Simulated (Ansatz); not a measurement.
# In3P: the cost of one run

Method: DFT PBE, scalar-relativistic, plane waves, PAW, in Ansatz 0.2.0.

1 further run of the same task is left out (it didn't finish).

## 1. The system as given

It takes space group Cmmm (No. 65, orthorhombic). Conventional cell: a = 3.534 Å, b = 5.026 Å, c = 10.050 Å, α = 90.00°, β = 90.00°, γ = 90.00°. In (site symmetry mm2) has 2 P at 3.07 Å and 6 In at 3.07 to 3.08 Å as nearest neighbours. Around In (site symmetry mmm) lie 8 In at 3.07 to 3.08 Å. P (site symmetry mmm) has 4 In at 3.07 Å and 4 P at 3.07 Å as nearest neighbours.

As a file:

```
In P
1.0
     1.76696   -2.51302    0.00000
     1.76696    2.51302    0.00000
     0.00000    0.00000   10.05004
In P
3 1
Direct
  0.50000 0.50000 0.75072
  0.00000 0.00000 0.50000
  0.50000 0.50000 0.24928
  0.00000 0.00000 0.00000
```

A structure generator made this guess: species swapped into a database cell of ReW3 (Cmmm, No. 65), with P on the Re sites and In on the W sites. Its size is a rough estimate.

## 2. Probe: one point on a coarse mesh

input.yaml

```yaml
crystal:
  lattice:
    - [1.76695658, -2.51301528, 0.0]
    - [1.76695658, 2.51301528, 0.0]
    - [0.0, 0.0, 10.05004491]
  atoms:
    - { symbol: In, position: [0.5, 0.5, 0.75072002] }
    - { symbol: In, position: [0.0, 0.0, 0.5] }
    - { symbol: In, position: [0.5, 0.5, 0.24927998] }
    - { symbol: P, position: [0.0, 0.0, 0.0] }
basis:
  ecutwfc: 420
kpoints:
  mp_grid: { grid: [6, 6, 2] }
hamiltonian:
  xc: pbe
scf:
  occupations: { method: gaussian, width: 0.1 }
  lower_state_search: "off"
output:
  forces: true
  stress: true
  eigenvalues: true
```

Command:

```sh
$ ansatz run input.yaml --threads 1 --pin off --max-ram 2560MiB --backend cpu --events-out ev --progress --plain --runs-dir out
```

**Question.** How long does this run take on 1 thread of Intel Xeon Platinum 8488C (Sapphire Rapids), shared host, and how much memory does it need?

About 2.3 s, with a peak of 0.51 GiB.
